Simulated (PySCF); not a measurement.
# [Lu(NH3)2]3+: other functionals and bases at one geometry

How far do other levels of theory move the description of [Lu(NH3)2]3+, and what does each cost? The species was built from a template and needn't be a known compound.

Computed with PySCF 2.14.0. Level: several levels, as the steps say, no spin–orbit coupling.

### Step 1. The system as given

9 atoms, charge 3, spin multiplicity 1.

Bond lengths: Lu1–N2 2.292 Å, Lu1–N6 2.291 Å, N2–H3 1.043 Å, N2–H4 1.042 Å, N2–H5 1.043 Å, N6–H7 1.043 Å, N6–H8 1.043 Å, N6–H9 1.042 Å. Angles: N2–Lu1–N6 110.8°, Lu1–N2–H3 115.6°, Lu1–N2–H4 116.8°, Lu1–N2–H5 115.2°, H3–N2–H4 102.5°, H3–N2–H5 102.2°, H4–N2–H5 102.5°, Lu1–N6–H7 115.1°, Lu1–N6–H8 116.1°, Lu1–N6–H9 116.4°, H7–N6–H8 102.3°, H7–N6–H9 102.4°, H8–N6–H9 102.5°.

Geometry (Å):

```
atom     x (Å)     y (Å)     z (Å)
 Lu1   0.82407  -0.76399  -0.00020
  N2  -0.13305   0.11945   1.88577
  H3   0.44657   0.81843   2.39947
  H4  -1.03638   0.62322   1.76204
  H5  -0.36029  -0.57095   2.63377
  N6  -0.12599   0.12472  -1.88655
  H7   0.37058  -0.09421  -2.77726
  H8  -1.10128  -0.17918  -2.09560
  H9  -0.20099   1.16338  -1.92144
```

Formal oxidation states: Lu +3. Each metal's 14 4f electrons lie in its core potential, so multiplicities, spins and levels count the valence alone. An earlier session relaxed this geometry at PBE0, Lu lcecp-1-SVP with ECP60, N def2-SVP, H def2-SVP (singlet, point group C1).

At PBE0 on the finer grid: E = -151.707714 Eh, HOMO -26.47 eV, LUMO -18.51 eV, Mulliken charge on Lu1 +2.04 e, largest force component 0.017 eV/Å. 

Levels to run: B3LYP; HF; TPSSh; BP86; PBE0, f-in-core-III/TZVP. Hardware: 2 threads of Intel Xeon 6975P-C (Granite Rapids), shared host.

### Step 2. B3LYP

run.py (the lines that set the calculation) reads:

```python
mol = gto.M(atom='''
Lu     0.82407    -0.76399    -0.00020
N     -0.13305     0.11945     1.88577
H      0.44657     0.81843     2.39947
H     -1.03638     0.62322     1.76204
H     -0.36029    -0.57095     2.63377
N     -0.12599     0.12472    -1.88655
H      0.37058    -0.09421    -2.77726
H     -1.10128    -0.17918    -2.09560
H     -0.20099     1.16338    -1.92144''',
    basis={'Lu': 'lcecp-1-SVP', 'N': 'def2-SVP', 'H': 'def2-SVP'},
    ecp={'Lu': 'lcecp-1-SVP'},
    charge=3, spin=0)
mf = dft.RKS(mol, xc='B3LYP')
mf.grids.atom_grid = (75, 302)  # f atoms: unpruned, at least (60, 302)
mf = mf.density_fit()  # fitting sets: Lu AutoAux, N def2-universal-JKFIT, H def2-universal-JKFIT
mf.conv_tol = 1e-08; mf.max_cycle = 55
mf.kernel(dm0)  # dm0: the density of the relaxed state
```

Launch:

```sh
$ OMP_NUM_THREADS=2 python run.py
```

### Step 3. HF

Edit run.py (the lines that set the calculation) of step 2 so:

```diff
@@ -13,4 +13,3 @@
     charge=3, spin=0)
-mf = dft.RKS(mol, xc='B3LYP')
-mf.grids.atom_grid = (75, 302)  # f atoms: unpruned, at least (60, 302)
+mf = scf.RHF(mol)
 mf = mf.density_fit()  # fitting sets: Lu AutoAux, N def2-universal-JKFIT, H def2-universal-JKFIT
```

### Step 4. TPSSh

Edit run.py (the lines that set the calculation) of step 3 so:

```diff
@@ -13,3 +13,4 @@
     charge=3, spin=0)
-mf = scf.RHF(mol)
+mf = dft.RKS(mol, xc='TPSSH')
+mf.grids.atom_grid = (75, 302)  # f atoms: unpruned, at least (60, 302)
 mf = mf.density_fit()  # fitting sets: Lu AutoAux, N def2-universal-JKFIT, H def2-universal-JKFIT
```

### Step 5. BP86

Edit run.py (the lines that set the calculation) of step 4 so:

```diff
@@ -13,3 +13,3 @@
     charge=3, spin=0)
-mf = dft.RKS(mol, xc='TPSSH')
+mf = dft.RKS(mol, xc='B88,P86')
 mf.grids.atom_grid = (75, 302)  # f atoms: unpruned, at least (60, 302)
```

### Step 6. PBE0, f-in-core-III/TZVP

Basis: Lu lcecp-1-TZVP with ECP60, N def2-TZVP, H def2-TZVP. 

Edit run.py (the lines that set the calculation) of step 5 so:

```diff
@@ -10,6 +10,6 @@
 H     -0.20099     1.16338    -1.92144''',
-    basis={'Lu': 'lcecp-1-SVP', 'N': 'def2-SVP', 'H': 'def2-SVP'},
-    ecp={'Lu': 'lcecp-1-SVP'},
+    basis={'Lu': 'lcecp-1-TZVP', 'N': 'def2-TZVP', 'H': 'def2-TZVP'},
+    ecp={'Lu': 'lcecp-1-TZVP'},
     charge=3, spin=0)
-mf = dft.RKS(mol, xc='B88,P86')
+mf = dft.RKS(mol, xc='PBE0')
 mf.grids.atom_grid = (75, 302)  # f atoms: unpruned, at least (60, 302)
@@ -17,2 +17,2 @@
 mf.conv_tol = 1e-08; mf.max_cycle = 55
-mf.kernel(dm0)  # dm0: the density of the relaxed state
+mf.kernel(dm0)  # dm0: free metal ions and neutral atoms
```

**Question.** What will these runs give? Wanted: for each run, HOMO; gap; charge on Lu1; dipole; largest force.

As calculated:

| level | state | HOMO (eV) | gap (eV) | charge on Lu1 (e) | dipole (D) | largest force (eV/Å) | basis functions | time |
| --- | --- | --- | --- | --- | --- | --- | --- | --- |
| PBE0 (relaxed here) | singlet | -26.47 | 7.96 | 2.04 | 4.00 | 0.02 | 91 | 10 s |
| B3LYP | singlet | -26.18 | 7.19 | 2.00 | 4.05 | 0.13 | 91 | 4 s |
| HF | singlet | -30.08 | 14.76 | 2.26 | 3.30 | 0.99 | 91 | 1.4 s |
| TPSSh | singlet | -25.64 | 6.79 | 2.03 | 4.03 | 0.13 | 91 | 6.2 s |
| BP86 | singlet | -25.07 | 5.81 | 1.95 | 4.28 | 0.42 | 91 | 4.5 s |
| PBE0, f-in-core-III/TZVP | singlet | -26.37 | 7.94 | 2.22 | 4.04 | 0.32 | 145 | 8.8 s |

Times are on 2 threads of Intel Xeon 6975P-C (Granite Rapids), shared host; the first row also made further properties. The dipole of a charged species depends on the origin, so these sizes hold for this origin alone.

In one basis the HOMO–LUMO gap runs from 5.81 eV (BP86) to 14.76 eV (HF); it grows with exact exchange, which frees the filled levels of self-repulsion, so they fall, while the empty ones feel all electrons and rise. The largest leftover force, 0.99 eV/Å with HF, stands at a geometry relaxed at another level. The Mulliken charge on Lu spans +1.95 to +2.26 e: such charges hang on the basis and the method. With 4f in the core, its levels are missing from HOMO and gap. Total energies of different levels can't be compared. Spin–orbit coupling is left out throughout.
